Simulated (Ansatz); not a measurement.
# Mg2O: the cost of one run

Method: DFT PBE, scalar-relativistic, plane waves, PAW, in Ansatz 0.2.0.

3 further runs of the same task are left out: 3 set aside as unsound or not needed.

## 1. The system as given

Symmetry: P6/mmm, No. 191, hexagonal system. Conventional cell: a = 4.085 Å, b = 4.085 Å, c = 2.873 Å, α = 90.00°, β = 90.00°, γ = 120.00°. Mg (site symmetry -6m2) has 5 Mg at 2.36 to 2.87 Å and 6 O at 2.76 Å as nearest neighbours. O (site symmetry 6/mmm) has 12 Mg at 2.76 Å as nearest neighbours.

Structure file:

```cif
data_structure
_symmetry_space_group_name_H-M 'P6/mmm'
_symmetry_Int_Tables_number 191
_cell_length_a 4.0849
_cell_length_b 4.0849
_cell_length_c 2.8731
_cell_angle_alpha 90.000
_cell_angle_beta 90.000
_cell_angle_gamma 120.000
_cell_volume 41.52
loop_
_atom_site_label
_atom_site_type_symbol
_atom_site_symmetry_multiplicity
_atom_site_Wyckoff_symbol
_atom_site_fract_x
_atom_site_fract_y
_atom_site_fract_z
_atom_site_occupancy
Mg1 Mg 2 d 0.33333 0.66667 0.50000 1
O1 O 1 a 0.00000 0.00000 0.00000 1
```

This is candidate A: TbCd2 type (P6/mmm, No. 191).

(A quick probe on a coarse mesh, which set the mesh and smearing, is not shown.)

## 3. Rough relaxation on the coarse mesh (candidate A)

The input, input.yaml:

```yaml
crystal:
  lattice:
    - [4.0848572951, 0.0, 0.0]
    - [-2.0424286476, 3.5375901885, 0.0]
    - [0.0, 0.0, 2.8731423849]
  atoms:
    - { symbol: Mg, position: [0.3333333333, 0.6666666667, 0.5] }
    - { symbol: Mg, position: [0.6666666667, 0.3333333333, 0.5] }
    - { symbol: O, position: [0.0, 0.0, 0.0] }
basis:
  ecutwfc: 420
kpoints:
  mp_grid: { grid: [6, 6, 6] }
hamiltonian:
  xc: pbe
scf:
  occupations: { method: gaussian, width: 0.1 }
  lower_state_search: "off"
output:
  forces: true
  stress: true
  eigenvalues: true
relax:
  adjacent_minimum: "off"
  f_tol: 0.04
  max_steps: 70
  cell: { stress_tol: 0.4 }
```

Launch:

```bash
> ansatz run input.yaml --threads 1 --pin off --max-ram 2560MiB --backend cpu --events-out ev --progress --plain --runs-dir out
```

Q: Estimate wall time and peak memory on 1 thread of Intel Xeon Platinum 8375C at 2.90GHz (Ice Lake), shared host.

About 8.4 s, with a peak of 0.38 GiB.
